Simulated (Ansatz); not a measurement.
## Mo3Ru3C2 under changes of volume

One of the cells (12.720 Å³/atom); the others are scaled copies at fixed shape and fractional positions:

```xyz
8
Lattice="2.9093 0.0000 0.0000 -1.4546 2.5195 0.0000 0.0000 0.0000 13.8833" Properties=species:S:1:pos:R:3 pbc="T T T"
Ru    0.0000    1.6797    4.8034
Ru    0.0000    0.0000    6.9417
Ru    1.4546    0.8398    9.0799
Mo    0.0000    1.6797   11.2748
Mo    0.0000    0.0000    0.0000
Mo    1.4546    0.8398    2.6085
C     1.4546    0.8398   12.5113
C     0.0000    1.6797    1.3721
```

The cell comes from a database or a generator and needn't be the stable form of this composition.

```yaml
Program: Ansatz 0.2.0
Functional: PBE
Potentials_or_basis: Ansatz PAW
Cutoff: "420 eV (not typed: the program's choice for these potentials)"
k_mesh: 10 × 10 × 2
Occupations: fermi-dirac, width 0.05 eV
Spin: no spin polarisation
```

| volume (Å³/atom) | energy over the lowest point (meV/atom) | pressure (GPa) | largest force (eV/Å) |
| --- | --- | --- | --- |
| 11.957 | 32.52 | 17.6 | 0.616 |
| 12.212 | 10.81 | 10.1 | 0.424 |
| 12.466 | ? | ? | ? |
| 12.720 | 0.00 | -2.7 | 0.075 |
| 12.975 | 8.67 | -8.0 | 0.083 |
| 13.229 | 25.41 | -12.8 | 0.231 |
| 13.484 | 49.35 | -17.1 | 0.370 |

Question: What does the run at 12.466 Å³/atom give?

Answer: Energy over the lowest point 0.36 meV/atom; pressure 3.3 GPa; largest force 0.243 eV/Å.

Worked out: A Birch-Murnaghan fit of order 3 (a polynomial in V^(-2/3)) to the other rows has its minimum at 12.60 Å³/atom with B0 = V·E''(V) = 296 GPa and B' = 4.5 at fixed shape and positions, which overstates the stiffness. It gives 0.38 meV/atom at 12.466 Å³/atom, against the run's 0.36, and -dE/dV = 3.3 GPa, against 3.3.

Energies are extrapolated to zero smearing.
